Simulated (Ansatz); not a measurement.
**SiF4 (silicon tetrafluoride): B3LYP/6-31G(d) (spherical functions)**

What is the vertical ionisation energy of SiF4 (silicon tetrafluoride) at B3LYP/6-31G* (spherical functions)? 

Program for the calculation: Ansatz 0.2.0.

19 further runs of the same task are left out: 2 that didn't finish, 17 set aside as unsound or not needed.

## (1) The structure to begin with

SiF4 has 5 atoms, charge 0, and is taken as a singlet. As SMILES, `F[Si](F)(F)F`. The coordinates come from a PBE0-D4/def2-TZVP relaxation.

Bond lengths: F1–Si2 1.562 Å, Si2–F3 1.562 Å, Si2–F4 1.562 Å, Si2–F5 1.562 Å. Angles: F1–Si2–F3 109.5°, F1–Si2–F4 109.5°, F1–Si2–F5 109.5°, F3–Si2–F4 109.5°, F3–Si2–F5 109.5°, F4–Si2–F5 109.5°.

## (2) A single-point energy at B3LYP/6-31G(d) (spherical functions)

File in.yaml:

```yaml
crystal:
  periodic: [false, false, false]
  atoms:
    - symbol: F
      position_ang: [0.143200, -0.791930, 1.338460]
    - symbol: Si
      position_ang: [0.000000, -0.000000, -0.000000]
    - symbol: F
      position_ang: [-1.047100, 1.144420, 0.181750]
    - symbol: F
      position_ang: [-0.477230, -0.967810, -1.129040]
    - symbol: F
      position_ang: [1.381130, 0.615320, -0.391170]
basis:
  gaussian:
    orbitals: 6-31G_st_-spherical.json
hamiltonian:
  xc: {name: B3LYP}
output: {orbitals: {seedname: orbitals}}
accuracy: high
```

The basis set 6-31G* is read from a file made from the Basis Set Exchange's data (not shown).

Started as:

```
$ ansatz run in.yaml --threads 1 --pin off --max-ram 3480MiB --events-out events.jsonl --progress --plain --runs-dir runs
```

Log:

```text
Warning: RAYON_NUM_THREADS=1 ignored (pool sized by the plan → 1); use --threads N
Functional definition: B3LYP
  name "B3LYP"
  parameter a0 = 0.2
  parameter ax = 0.72
  parameter ac = 0.81
  exchange = (1 - a0 - ax)*slater_x + ax*b88_x + a0*exact_x
  correlation = (1 - ac)*vwn_rpa_c + ac*lyp_c
1541 factors; integrals over basis functions are off by at most 3.2e-9 eV
mean field evaluation 1: about -18746.9909 eV, gradient 5.5e1 eV
mean field evaluation 2: about -18742.6298 eV, gradient 7.9e1 eV
mean field evaluation 4: about -18751.2066 eV, gradient 2.8e-1 eV
mean field evaluation 8: about -18751.3416 eV, gradient 9.4e-3 eV
mean field evaluation 16: about -18751.3416 eV, gradient 2.3e-8 eV
mean field -18751.34158752 eV, -689.0990932257 hartree, gradient 3.2e-8 eV, S^2 0.000000; 0 other end points of the search recorded, 0 dependent functions left out
reference -18751.34162223 eV, -689.0990945010 hartree; 25, 25 occupied and 49, 49 virtual orbitals, 1541 factors
Total energy: -18751.34162223 eV, -689.0990945010 hartree
```

Run time: 4.5 s. Hardware: 1 thread of Arm Neoverse V2, shared host; peak memory 0.22 GiB.

## (3) The doublet cation, same level

File molecule.yaml:

```yaml
basis:
  gaussian:
    orbitals: 6-31G_st_-spherical.json
crystal:
  periodic: [false, false, false]
  atoms:
    - {symbol: F, position_ang: [0.143200, -0.791930, 1.338460]}
    - {symbol: Si, position_ang: [0.000000, -0.000000, -0.000000]}
    - {symbol: F, position_ang: [-1.047100, 1.144420, 0.181750]}
    - {symbol: F, position_ang: [-0.477230, -0.967810, -1.129040]}
    - {symbol: F, position_ang: [1.381130, 0.615320, -0.391170]}
output:
  orbitals: {seedname: orbitals}
magnetization:
  spin_polarized: true
  initial_magnetization: 1
total_charge: 1
accuracy: high
hamiltonian:
  xc: {name: B3LYP}
```

The basis set 6-31G* is read from a file made from the Basis Set Exchange's data (not shown).

Started as:

```
$ ansatz run molecule.yaml --threads 1 --pin off --max-ram 3480MiB --events-out events.jsonl --progress --plain --runs-dir runs
```

Log:

```text
Warning: RAYON_NUM_THREADS=1 ignored (pool sized by the plan → 1); use --threads N
Functional definition: B3LYP
  name "B3LYP"
  parameter a0 = 0.2
  parameter ax = 0.72
  parameter ac = 0.81
  exchange = (1 - a0 - ax)*slater_x + ax*b88_x + a0*exact_x
  correlation = (1 - ac)*vwn_rpa_c + ac*lyp_c
1539 factors; integrals over basis functions are off by at most 3.2e-9 eV
mean field evaluation 1: about -18729.3055 eV, gradient 5.0e1 eV
mean field evaluation 2: about -18722.8286 eV, gradient 6.9e1 eV
mean field evaluation 4: about -18736.1097 eV, gradient 6.2e0 eV
mean field evaluation 8: about -18736.3720 eV, gradient 2.5e-1 eV
mean field evaluation 16: about -18736.3735 eV, gradient 1.4e-2 eV
mean field evaluation 32: about -18736.3736 eV, gradient 3.3e-6 eV
mean field evaluation 64: about -18735.8005 eV, gradient 3.7e0 eV
mean field -18736.37356385 eV, -688.5490285013 hartree, gradient 7.1e-8 eV, S^2 0.754866; 6 other end points of the search recorded, 0 dependent functions left out
reference -18736.37359760 eV, -688.5490297417 hartree; 25, 24 occupied and 49, 50 virtual orbitals, 1539 factors
Total energy: -18736.37359760 eV, -688.5490297417 hartree
```

Run time: 22 s. Hardware: 1 thread of Arm Neoverse V2, shared host; peak memory 0.33 GiB.

## (4) What came out

Level: B3LYP/6-31G* (spherical functions).

```
                                          quantity          value
                        singlet SiF4: total energy  -689.09909 Eh
                         singlet SiF4: HOMO energy      -11.92 eV
                         singlet SiF4: LUMO energy        0.44 eV
                       singlet SiF4: HOMO–LUMO gap       12.36 eV
                      doublet cation: total energy  -688.54903 Eh
doublet cation: HOMO energy (highest over α and β)      -19.68 eV
 doublet cation: LUMO energy (lowest over α and β)      -18.02 eV
                              doublet cation: ⟨S²⟩          0.755
vertical ionisation energy (to the doublet cation)      14.968 eV
```

The vertical ionisation energy comes to 14.97 eV (1444 kJ/mol). The negative HOMO energy of the first species, 11.92 eV, lies 3.04 eV below that difference.
